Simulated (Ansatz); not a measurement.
# HfOs: the cost of one run

Program: Ansatz 0.2.0. Level of theory: DFT PBEsol, scalar-relativistic. These are calculated values, not measurements.

## Step 1: The starting structure

The structure is cubic, space group Pm-3m (No. 221). Conventional cell: a = 3.239 Å, b = 3.239 Å, c = 3.239 Å, α = 90.00°, β = 90.00°, γ = 90.00°. Around Hf (site symmetry m-3m) lie 8 Os at 2.81 Å. Os (site symmetry m-3m) is surrounded by 8 Hf at 2.81 Å.

Coordinates:

```
Hf Os
1.0
     3.23900    0.00000    0.00000
     0.00000    3.23900    0.00000
     0.00000    0.00000    3.23900
Hf Os
1 1
Direct
  0.00000 0.00000 0.00000
  0.50000 0.50000 0.50000
```

The structure is an experimental refinement, used without relaxation.

Atoms are numbered in the order of the input: Hf1, Os2.

## Step 2: Volume × 0.94, LAPW

File input.yaml:

```yaml
crystal:
  lattice:
    - [3.1728794061, 0.0, 0.0]
    - [0.0, 3.1728794061, 0.0]
    - [0.0, 0.0, 3.1728794061]
  atoms:
    - { symbol: Hf, position: [0.0, 0.0, 0.0] }
    - { symbol: Os, position: [0.5, 0.5, 0.5] }
kpoints:
  mp_grid: { grid: [10, 10, 10] }
  band_path:
    path:
      - [0.0, 0.0, 0.0]
      - [0.0, 0.5, 0.0]
      - [0.5, 0.5, 0.0]
      - [0.0, 0.0, 0.0]
      - [0.5, 0.5, 0.5]
      - [0.0, 0.5, 0.0]
      - [0.5, 0.5, 0.5]
      - [0.5, 0.5, 0.0]
    npoints: 5
scf:
  occupations: { method: fermi_dirac, width: 0.05 }
hamiltonian:
  xc: pbesol
  pseudopotentials: { kind: all_electron, lapw: { basis_error: 0.001 } }
output:
  forces: true
  stress: true
  eigenvalues: true
```

The run is started by

```sh
> ansatz run input.yaml --threads 1 --pin off --max-ram 3072MiB --backend cpu --events-out ev --progress --plain --runs-dir out
```

Q: Estimate wall time and peak memory on 1 thread of AMD EPYC 9R45 (Zen 5), shared host.

About 15 s, with a peak of 0.46 GiB.
